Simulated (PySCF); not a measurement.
# Ways to converge the SCF of GaN (triplet)

Aim: find out which solver settings change the answer for GaN (triplet).

Computed with PySCF 2.14.0. Level: method and basis as typed in the scripts.

4 further runs of the same task are left out: 4 that didn't finish.

### 1 The system as given

GaN (triplet): 2 atoms, charge 0, spin multiplicity 3.

Bond lengths: Ga1–N2 1.953 Å.

### 2 The run that the others are compared with

File input.py:

```python
from pyscf import gto, dft

mol = gto.M(
    atom='Ga 0 0 0; N 0 0 1.953',
    basis='pcseg-1',
    charge=0,
    spin=2,
    verbose=3,
)
mf = dft.ROKS(mol, xc='olyp')
mf = mf.newton()
mf.kernel()
g = mf.nuc_grad_method()
g.grid_response = True
g.kernel()
mf.dip_moment()
print('orbital energies (hartree):', mf.mo_energy[..., max(0, mol.nelec[1]-3):mol.nelec[0]+3].round(4))
```

Launch:

```sh
$ OMP_NUM_THREADS=1 python input.py
```

The log of this run is left out.

In short: E(SCF) = -1979.790913 Eh, μ = 2.90 D, gradient on the second atom 0.0180 Eh/bohr.

The bond length is a typed value, not an optimised one. The triplet is typed in the script; nothing here shows that it is the ground state.

### 3 Level shift 1 hartree

Edit 1 changes level shift: none → 1 hartree.

File input.py:

```python
from pyscf import gto, dft

mol = gto.M(
    atom='Ga 0 0 0; N 0 0 1.953',
    basis='pcseg-1',
    charge=0,
    spin=2,
    verbose=3,
)
mf = dft.ROKS(mol, xc='olyp')
mf.level_shift = 1.0
mf = mf.newton()
mf.kernel()
g = mf.nuc_grad_method()
g.grid_response = True
g.kernel()
mf.dip_moment()
print('orbital energies (hartree):', mf.mo_energy[..., max(0, mol.nelec[1]-3):mol.nelec[0]+3].round(4))
```

Launch:

```sh
$ OMP_NUM_THREADS=1 python input.py
```

### 4 Initial guess vsap

Edit 2 changes initial guess: minao → vsap.

Changes to input.py since step 2:

```diff
@@ -10,2 +10,3 @@
 mf = dft.ROKS(mol, xc='olyp')
+mf.init_guess = 'vsap'
 mf = mf.newton()
```

### 5 Damping 0.95

Edit 3 changes damping: none → 0.95.

Changes to input.py since step 2:

```diff
@@ -10,2 +10,4 @@
 mf = dft.ROKS(mol, xc='olyp')
+mf.damp = 0.95
+mf.diis_start_cycle = 8
 mf = mf.newton()
```

What does the calculation give? Wanted: for each run, E(SCF); from base; SCF dipole.

As calculated:

| run | E(SCF) (hartree) | from base (eV) | SCF dipole (D) |
| --- | --- | --- | --- |
| base | -1979.790913 | 0 | 2.90 |
| level shift 1 hartree | -1979.790913 | 0.0000 | 2.90 |
| initial guess vsap | -1979.790913 | 0.0000 | 2.90 |
| damping 0.95 | -1979.790913 | 0.0000 | 2.90 |

What this shows: With level shift 1 hartree or initial guess vsap or damping 0.95 the SCF ends at the base energy.
